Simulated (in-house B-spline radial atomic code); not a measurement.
# Rh⁷⁺: ionisation energy by several methods

One table from this session's results is given with a row withheld; the runs are named, their logs left out.

Program: in-house B-spline radial atomic code version 1. Level of theory: scalar-relativistic (X2C), several functionals, spin-polarised; spherical all-electron atom at the radial basis limit. These are calculated values, not measurements, unless marked.

**Starting point**

- element: rhodium (Z = 45)
- charge: +7
- electrons: 38
- configuration: [Kr] 4d2
- nucleus: Fermi, rms radius 4.495 fm

Outer shells as boxes (Hund's rule):

[Kr] 4d2
```
[Kr] core
4d [↑ ][↑ ][  ][  ][  ]
```

Where spins are not typed, each open shell is filled with up spins first.

The first run:

Settings of the run:

```ini
Z = 45
electrons = 38.0
configuration = [Kr] 4d2
hamiltonian = x2c
method = pbe,pbe
spin_polarised = True
nucleus = fermi
rms_radius = 4.4945
mass_number = 103
atomic_mass = 102.905494081
speed_of_light = 137.035999084
```

Steps of the session up to this table: PBE; PBEsol; AM05; M06-L; exchange-only LDA.

One table of the session follows, with a row left open; its other results are not shown here.

```
           method  ΔSCF (eV)
exchange-only LDA     114.75
              PBE     116.35
           PBEsol          ?
             AM05     116.30
            M06-L     116.20
```

Estimate the missing values for PBEsol.

As computed: ΔSCF (eV): 116.31. In the column «ΔSCF (eV)» it lies between AM05 (116.30) and PBE (116.35).

Caveats from the session: Meta-GGA runs start from a PBE run whose iterations are not counted.
